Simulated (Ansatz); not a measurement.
# Zr2Te3Pd2: the cost of one run

Computed with Ansatz 0.2.0 (DFT PBE, scalar-relativistic, plane waves, PAW, unless a step names another level, unless a step's input says otherwise).

5 further runs of the same task are left out: 2 that didn't finish, 3 set aside as unsound or not needed.

## 1. The starting structure

Symmetry: P-3m1, No. 164, trigonal system. The conventional cell has a = 4.237 Å, b = 4.237 Å, c = 10.609 Å, α = 90.00°, β = 90.00°, γ = 120.00°. Zr (site symmetry 3m) has 6 Te at 2.91 to 3.01 Å and 1 Pd at 2.92 Å as nearest neighbours. Te (site symmetry 3m) has 4 Pd at 2.71 to 2.80 Å and 3 Zr at 3.01 Å as nearest neighbours. Around Te (site symmetry -3m) lie 6 Zr at 2.91 Å. Pd (site symmetry 3m) has 4 Te at 2.71 to 2.80 Å and 1 Zr at 2.92 Å and 3 Pd at 2.94 Å as nearest neighbours.

Structure file:

```
Zr Te Pd
1.0
     4.23655    0.00000    0.00000
    -2.11827    3.66896    0.00000
     0.00000    0.00000   10.60932
Zr Te Pd
2 3 2
Direct
  0.33333 0.66667 0.14772
  0.66667 0.33333 0.85228
  0.33333 0.66667 0.68701
  0.66667 0.33333 0.31299
  0.00000 0.00000 0.00000
  0.66667 0.33333 0.57705
  0.33333 0.66667 0.42295
```

It came out lowest among 21 distinct ends of the trial cells. At a tolerance of 0.05 Å it has space group P-3m1 (No. 164).

## 2. Relaxing to 0.001 eV/Å, on the response runs' mesh and smearing

Input file input.yaml:

```yaml
crystal:
  lattice:
    - [4.2365460351, 0.0, 0.0]
    - [-2.1182730175, 3.6689564907, 0.0]
    - [0.0, 0.0, 10.609319665]
  atoms:
    - { symbol: Zr, position: [0.3333333333, 0.6666666667, 0.1477239709] }
    - { symbol: Zr, position: [0.6666666667, 0.3333333333, 0.8522760291] }
    - { symbol: Te, position: [0.3333333333, 0.6666666667, 0.6870119385] }
    - { symbol: Te, position: [0.6666666667, 0.3333333333, 0.3129880615] }
    - { symbol: Te, position: [0.0, 0.0, 0.0] }
    - { symbol: Pd, position: [0.6666666667, 0.3333333333, 0.5770482423] }
    - { symbol: Pd, position: [0.3333333333, 0.6666666667, 0.4229517577] }
basis:
  ecutwfc: 420
kpoints:
  mp_grid: { grid: [12, 12, 4] }
hamiltonian:
  xc: pbe
scf:
  occupations: { method: gaussian, width: 0.1 }
output:
  forces: true
  stress: true
  eigenvalues: true
relax:
  adjacent_minimum: "off"
  f_tol: 0.001
  max_steps: 60
  cell: { stress_tol: 0.01 }
```

Launch:

```console
$ ansatz run input.yaml --threads 3 --pin off --max-ram 7680MiB --backend cpu --events-out ev --progress --plain --runs-dir out
```

**Question.** How long does this run take on 3 threads of Intel Xeon at 2.70GHz, shared host, and how much memory does it need?

About 80 s, with a peak of 0.94 GiB.
